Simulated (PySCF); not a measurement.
**Sm(NO2)2: how settings move a single point**

Which settings matter for Sm(NO2)2? Each run alters one on purpose. The structure is generated, not taken from experiment.

Program: PySCF 2.14.0. Level of theory: PBE0, Sm lcecp-0-SVP with ECP52, O def2-SVP, N def2-SVP; scalar-relativistic core potentials, no spin–orbit coupling. These are calculated values, not measurements.

1 further run of the same task is left out (for a known fault of the program).

### Step 1. Starting geometry

7 atoms, charge 0, spin multiplicity 1.

Bond lengths: Sm1–O2 2.512 Å, Sm1–O3 2.512 Å, Sm1–N4 2.960 Å, Sm1–O5 2.512 Å, Sm1–O6 2.512 Å, Sm1–N7 2.960 Å, O2–N4 1.252 Å, O3–N4 1.252 Å, O5–N7 1.252 Å, O6–N7 1.252 Å. Angles: O2–Sm1–O3 49.5°, O2–Sm1–N4 24.8°, O2–Sm1–O5 145.5°, O2–Sm1–O6 145.5°, O2–Sm1–N7 155.2°, O3–Sm1–N4 24.8°, O3–Sm1–O5 145.5°, O3–Sm1–O6 145.5°, O3–Sm1–N7 155.2°, N4–Sm1–O5 155.2°, N4–Sm1–O6 155.2°, N4–Sm1–N7 180.0°, O5–Sm1–O6 49.5°, O5–Sm1–N7 24.8°, O6–Sm1–N7 24.8°, Sm1–O2–N4 98.1°, Sm1–O3–N4 98.1°, Sm1–N4–O2 57.2° and more.

Geometry (Å):

```mol
N2O4Sm
  3D, bonds by distance, orders not assigned

  7 10  0  0  0  0  0  0  0  0999 V2000
   -0.0000    0.0000   -0.0000 Sm  0  0
    0.7442    0.7442    2.2810 O   0  0
   -0.7442   -0.7442    2.2810 O   0  0
   -0.0000    0.0000    2.9598 N   0  0
    0.7442   -0.7442   -2.2810 O   0  0
   -0.7442    0.7442   -2.2810 O   0  0
    0.0000   -0.0000   -2.9598 N   0  0
  1  2  8  0
  1  3  8  0
  1  4  8  0
  1  5  8  0
  1  6  8  0
  1  7  8  0
  2  4  8  0
  3  4  8  0
  5  7  8  0
  6  7  8  0
M  END
```

Formal oxidation states: Sm +2. Each metal's 6 4f electrons lie in its core potential, so multiplicities, spins and levels count the valence alone. An earlier session relaxed this geometry at PBE0, Sm lcecp-0-SVP with ECP52, O def2-SVP, N def2-SVP (singlet, point group D2d).

The sound run used a (50, 194) grid (finer on f atoms), a threshold of 1e-8 and at most 55 cycles, and ended at -438.464690 Eh.

### Step 2. Try 1

The input, run.py (the lines that set the calculation):

```python
mol = gto.M(atom='''
Sm     0.00000     0.00000     0.00000
O      0.74416     0.74416     2.28099
O     -0.74416    -0.74416     2.28099
N      0.00000     0.00000     2.95979
O      0.74416    -0.74416    -2.28099
O     -0.74416     0.74416    -2.28099
N      0.00000     0.00000    -2.95979''',
    basis={'Sm': 'lcecp-0-SVP', 'O': 'def2-SVP', 'N': 'def2-SVP'},
    ecp={'Sm': 'lcecp-0-SVP'},
    charge=0, spin=0)
mf = dft.RKS(mol, xc='PBE0')
mf.grids.atom_grid = (50, 194)  # f atoms: unpruned, at least (60, 302)
mf = mf.density_fit()  # fitting sets: Sm AutoAux, O def2-universal-JKFIT, N def2-universal-JKFIT
mf.conv_tol = 0.0001; mf.max_cycle = 55
mf.kernel(dm0)  # dm0: free metal ions and neutral atoms
```

Launch:

```bash
$ OMP_NUM_THREADS=2 python run.py
```

What it wrote:

```text
init E= -449.077485399764
cycle= 1 E= -435.258784444094  delta_E= 13.8  |g|= 3.16  |ddm|= 4.84
cycle= 2 E= -425.531480449078  delta_E= 9.73  |g|= 5.77  |ddm|= 7.71
cycle= 3 E= -438.407903574733  delta_E= -12.9  |g|= 0.49  |ddm|= 5.79
cycle= 4 E= -438.454615698791  delta_E= -0.0467  |g|= 0.213  |ddm|= 0.731
cycle= 5 E= -438.460952364701  delta_E= -0.00634  |g|= 0.131  |ddm|= 0.197
cycle= 6 E= -438.464368649276  delta_E= -0.00342  |g|= 0.0373  |ddm|= 0.139
cycle= 7 E= -438.464689012088  delta_E= -0.00032  |g|= 0.00169  |ddm|= 0.0384
cycle= 8 E= -438.464689539747  delta_E= -5.28e-07  |g|= 0.00071  |ddm|= 0.0016
Extra cycle  E= -438.464689483611  delta_E= 5.61e-08  |g|= 0.000918  |ddm|= 0.00169
converged SCF energy = -438.464689483611
```

Run time: 5.4 s. Hardware: 2 threads of Arm Neoverse V1, shared host.

Changed: the SCF threshold (0.0001). It converges in 8 cycles, at the sound run's energy within 0.001 eV, with a largest force component of 0.00 eV/Å. The result survives the change.

### Step 3. Try 2

run.py (the lines that set the calculation), as its differences from that of step 2:

```diff
@@ -14,3 +14,3 @@
 mf = mf.density_fit()  # fitting sets: Sm AutoAux, O def2-universal-JKFIT, N def2-universal-JKFIT
-mf.conv_tol = 0.0001; mf.max_cycle = 55
-mf.kernel(dm0)  # dm0: free metal ions and neutral atoms
+mf.conv_tol = 1e-08; mf.max_cycle = 55
+mf.kernel(dm0)  # dm0: smeared density
```

Launch:

```bash
$ OMP_NUM_THREADS=2 python run.py
```

What it wrote:

```text
init E= -438.417133131116
cycle= 1 E= -438.464315801973  delta_E= -0.0472  |g|= 0.0387  |ddm|= 0.161
cycle= 2 E= -438.464330488588  delta_E= -1.47e-05  |g|= 0.0418  |ddm|= 0.0922
cycle= 3 E= -438.464679926556  delta_E= -0.000349  |g|= 0.00704  |ddm|= 0.0407
cycle= 4 E= -438.464688311485  delta_E= -8.38e-06  |g|= 0.00265  |ddm|= 0.00654
cycle= 5 E= -438.464689653919  delta_E= -1.34e-06  |g|= 0.000194  |ddm|= 0.0018
cycle= 6 E= -438.464689660576  delta_E= -6.66e-09  |g|= 1.37e-05  |ddm|= 0.000161
Extra cycle  E= -438.464689660635  delta_E= -5.89e-11  |g|= 5.88e-06  |ddm|= 3.17e-05
converged SCF energy = -438.464689660635
```

Run time: 5.1 s. Hardware: 2 threads of Arm Neoverse V1, shared host.

Changed: the starting guess (smeared density). It converges in 6 cycles, at the sound run's energy within 0.001 eV, with a largest force component of 0.00 eV/Å. The result survives the change.

### Step 4. Try 3

run.py (the lines that set the calculation), as its differences from that of step 3:

```diff
@@ -14,3 +14,3 @@
 mf = mf.density_fit()  # fitting sets: Sm AutoAux, O def2-universal-JKFIT, N def2-universal-JKFIT
-mf.conv_tol = 1e-08; mf.max_cycle = 55
-mf.kernel(dm0)  # dm0: smeared density
+mf.conv_tol = 1e-08; mf.max_cycle = 93
+mf.kernel(dm0)  # dm0: core Hamiltonian
```

Launch:

```bash
$ OMP_NUM_THREADS=2 python run.py
```

What it wrote:

```text
init E= -377.308212791524
cycle= 1 E= -283.79917001212  delta_E= 93.5  |g|= 7.56  |ddm|= 54.3
cycle= 2 E= -380.981974600012  delta_E= -97.2  |g|= 9.55  |ddm|= 53.8
cycle= 3 E= -403.01806465691  delta_E=  -22  |g|= 7.24  |ddm|= 8.56
cycle= 4 E= -406.700908911342  delta_E= -3.68  |g|= 6.75  |ddm|= 3.85
cycle= 5 E= -407.308543858128  delta_E= -0.608  |g|=  6.6  |ddm|= 1.26
cycle= 6 E= -419.060974970915  delta_E= -11.8  |g|=  5.8  |ddm|= 5.37
cycle= 7 E= -420.002248266449  delta_E= -0.941  |g|= 5.53  |ddm|= 0.877
cycle= 8 E= -421.60561140403  delta_E= -1.6  |g|= 5.69  |ddm|= 1.59
cycle= 9 E= -424.457228924146  delta_E= -2.85  |g|= 6.02  |ddm|= 2.54
cycle= 10 E= -427.958563213451  delta_E= -3.5  |g|= 4.53  |ddm|= 3.94
cycle= 11 E= -429.186288827317  delta_E= -1.23  |g|= 4.01  |ddm|= 1.11
cycle= 12 E= -418.853976150992  delta_E= 10.3  |g|= 6.37  |ddm|= 13.8
cycle= 13 E= -438.430784734842  delta_E= -19.6  |g|= 0.404  |ddm|= 12.1
cycle= 14 E= -438.455644949096  delta_E= -0.0249  |g|= 0.184  |ddm|= 1.11
cycle= 15 E= -438.462252226889  delta_E= -0.00661  |g|= 0.0923  |ddm|= 0.155
cycle= 16 E= -438.463703514382  delta_E= -0.00145  |g|= 0.0577  |ddm|= 0.0897
cycle= 17 E= -438.464643837495  delta_E= -0.00094  |g|= 0.0121  |ddm|= 0.0795
cycle= 18 E= -438.46468936888  delta_E= -4.55e-05  |g|= 0.0012  |ddm|= 0.0221
cycle= 19 E= -438.464689649263  delta_E= -2.8e-07  |g|= 0.000198  |ddm|= 0.00158
cycle= 20 E= -438.4646896599  delta_E= -1.06e-08  |g|= 5.91e-05  |ddm|= 0.000321
cycle= 21 E= -438.464689660472  delta_E= -5.72e-10  |g|= 2.82e-05  |ddm|= 5.31e-05
Extra cycle  E= -438.464689660173  delta_E= 2.99e-10  |g|= 5.01e-05  |ddm|= 5.31e-05
converged SCF energy = -438.464689660173
```

It took 7.4 s on 2 threads of Arm Neoverse V1, shared host.

Changed: the starting guess (bare core Hamiltonian); the cycle limit is 93. It converges in 21 cycles, at the sound run's energy within 0.001 eV, with a largest force component of 0.00 eV/Å. The result survives the change.

### Step 5. Try 4

The input, run.py (the lines that set the calculation):

```python
mol = gto.M(atom='''
Sm     0.00000     0.00000     0.00000
O      0.83346     0.83346     2.55471
O     -0.83346    -0.83346     2.55471
N      0.00000     0.00000     3.31496
O      0.83346    -0.83346    -2.55471
O     -0.83346     0.83346    -2.55471
N      0.00000     0.00000    -3.31496''',
    basis={'Sm': 'lcecp-0-SVP', 'O': 'def2-SVP', 'N': 'def2-SVP'},
    ecp={'Sm': 'lcecp-0-SVP'},
    charge=0, spin=0)
mf = dft.RKS(mol, xc='PBE0')
mf.grids.atom_grid = (50, 194)  # f atoms: unpruned, at least (60, 302)
mf = mf.density_fit()  # fitting sets: Sm AutoAux, O def2-universal-JKFIT, N def2-universal-JKFIT
mf.conv_tol = 1e-08; mf.max_cycle = 55
mf.kernel(dm0)  # dm0: free metal ions and neutral atoms
```

Launch:

```bash
$ OMP_NUM_THREADS=2 python run.py
```

What it wrote:

```text
init E= -447.875346655813
cycle= 1 E= -434.331500578933  delta_E= 13.5  |g|= 3.37  |ddm|= 4.99
cycle= 2 E= -415.939214452471  delta_E= 18.4  |g|=  6.5  |ddm|= 8.51
cycle= 3 E= -436.409761878025  delta_E= -20.5  |g|= 1.78  |ddm|= 6.74
cycle= 4 E= -412.88145626832  delta_E= 23.5  |g|= 6.63  |ddm|= 7.88
cycle= 5 E= -436.147252706491  delta_E= -23.3  |g|= 1.97  |ddm|= 6.96
cycle= 6 E= -438.218482735914  delta_E= -2.07  |g|= 0.813  |ddm|= 2.63
cycle= 7 E= -438.312350351709  delta_E= -0.0939  |g|= 0.426  |ddm|= 0.674
cycle= 8 E= -438.345613725911  delta_E= -0.0333  |g|= 0.172  |ddm|= 0.294
cycle= 9 E= -438.348470013188  delta_E= -0.00286  |g|= 0.122  |ddm|= 0.164
cycle= 10 E= -438.351353768603  delta_E= -0.00288  |g|= 0.0551  |ddm|= 0.064
cycle= 11 E= -438.352093278139  delta_E= -0.00074  |g|= 0.0298  |ddm|= 0.0483
cycle= 12 E= -438.352352372483  delta_E= -0.000259  |g|= 0.0117  |ddm|= 0.0319
cycle= 13 E= -438.352400380393  delta_E= -4.8e-05  |g|= 0.000836  |ddm|= 0.0206
cycle= 14 E= -438.352400583161  delta_E= -2.03e-07  |g|= 0.000121  |ddm|= 0.0013
cycle= 15 E= -438.352400587261  delta_E= -4.1e-09  |g|= 2.2e-05  |ddm|= 0.000163
Extra cycle  E= -438.352400587235  delta_E= 2.61e-11  |g|= 3.11e-05  |ddm|= 4.9e-05
converged SCF energy = -438.352400587235
```

Run time: 6.2 s. Hardware: 2 threads of Arm Neoverse V1, shared host.

Changed: the scale of all coordinates (1.12). It converges in 15 cycles, +3.056 eV from the sound run, with a largest force component of 6.39 eV/Å. The setting is unsound, so these numbers aren't the compound's.

### Step 6. Try 5

The input, run.py (the lines that set the calculation):

```python
mol = gto.M(atom='''
Sm     0.00000     0.00000     0.00000
O      0.74416     0.74416     2.28099
O     -0.74416    -0.74416     2.28099
N      0.00000     0.00000     2.95979
O      0.74416    -0.74416    -2.28099
O     -0.74416     0.74416    -2.28099
N      0.00000     0.00000    -2.95979''',
    basis={'Sm': 'lcecp-0-SVP', 'O': 'def2-SVP', 'N': 'def2-SVP'},
    ecp={'Sm': 'lcecp-0-SVP'},
    charge=0, spin=0)
mf = dft.RKS(mol, xc='PBE0')
mf.grids.atom_grid = (30, 86)  # f atoms: unpruned
mf = mf.density_fit()  # fitting sets: Sm AutoAux, O def2-universal-JKFIT, N def2-universal-JKFIT
mf.conv_tol = 1e-08; mf.max_cycle = 55
mf.kernel(dm0)  # dm0: free metal ions and neutral atoms
```

Launch:

```bash
$ OMP_NUM_THREADS=2 python run.py
```

What it wrote:

```text
init E= -449.076017849113
cycle= 1 E= -435.25890848441  delta_E= 13.8  |g|= 3.16  |ddm|= 4.83
cycle= 2 E= -425.538201602702  delta_E= 9.72  |g|= 5.77  |ddm|= 7.71
cycle= 3 E= -438.407153263629  delta_E= -12.9  |g|= 0.489  |ddm|= 5.79
cycle= 4 E= -438.453631677148  delta_E= -0.0465  |g|= 0.213  |ddm|= 0.731
cycle= 5 E= -438.45995729928  delta_E= -0.00633  |g|= 0.131  |ddm|= 0.196
cycle= 6 E= -438.463370665061  delta_E= -0.00341  |g|= 0.0372  |ddm|= 0.139
cycle= 7 E= -438.463689229116  delta_E= -0.000319  |g|= 0.00168  |ddm|= 0.0383
cycle= 8 E= -438.463689750306  delta_E= -5.21e-07  |g|= 0.000709  |ddm|= 0.0016
cycle= 9 E= -438.46368986622  delta_E= -1.16e-07  |g|= 0.00014  |ddm|= 0.000849
cycle= 10 E= -438.463689870976  delta_E= -4.76e-09  |g|= 5.94e-06  |ddm|= 0.000171
Extra cycle  E= -438.46368987098  delta_E= -3.07e-12  |g|= 7.87e-06  |ddm|= 1.51e-05
converged SCF energy = -438.46368987098
```

It took 4.3 s on 2 threads of Arm Neoverse V1, shared host.

Changed: the integration grid, to (30, 86). It converges in 10 cycles, +0.027 eV from the sound run, with a largest force component of 0.08 eV/Å. The setting is unsound, so these numbers aren't the compound's.

### Step 7. Try 6

run.py (the lines that set the calculation), as its differences from that of step 6:

```diff
@@ -12,5 +12,5 @@
 mf = dft.RKS(mol, xc='PBE0')
-mf.grids.atom_grid = (30, 86)  # f atoms: unpruned
+mf.grids.atom_grid = (50, 194)  # f atoms: unpruned, at least (60, 302)
 mf = mf.density_fit()  # fitting sets: Sm AutoAux, O def2-universal-JKFIT, N def2-universal-JKFIT
-mf.conv_tol = 1e-08; mf.max_cycle = 55
+mf.conv_tol = 1e-08; mf.max_cycle = 3
 mf.kernel(dm0)  # dm0: free metal ions and neutral atoms
```

Launch:

```bash
$ OMP_NUM_THREADS=2 python run.py
```

What it wrote:

```text
init E= -449.077485399764
cycle= 1 E= -435.258784444094  delta_E= 13.8  |g|= 3.16  |ddm|= 4.84
cycle= 2 E= -425.531480449078  delta_E= 9.73  |g|= 5.77  |ddm|= 7.71
cycle= 3 E= -438.407903574733  delta_E= -12.9  |g|= 0.49  |ddm|= 5.79
SCF not converged.
```

Wall time 1.3 s (2 threads of Arm Neoverse V1, shared host).

Changed: the cycle limit (3). The SCF doesn't converge: the limit ends it too early, and the default cures it.

### Step 8. Results

| run | changed | ending | energy change (eV) | cycles | time | usable |
| --- | --- | --- | --- | --- | --- | --- |
| 1 | the SCF threshold | converged | 0.000 | 8 | 5.4 s | yes |
| 2 | the starting guess | converged | 0.000 | 6 | 5.1 s | yes |
| 3 | the starting guess | converged | 0.000 | 21 | 7.4 s | yes |
| 4 | the scale of all coordinates | converged | +3.056 | 15 | 6.2 s | no |
| 5 | the integration grid | converged | +0.027 | 10 | 4.3 s | no |
| 6 | the cycle limit | not converged | – | 3 | 1.3 s | no |

3 of 6 altered runs give a usable result. 2 ended normally with numbers unfit to quote.
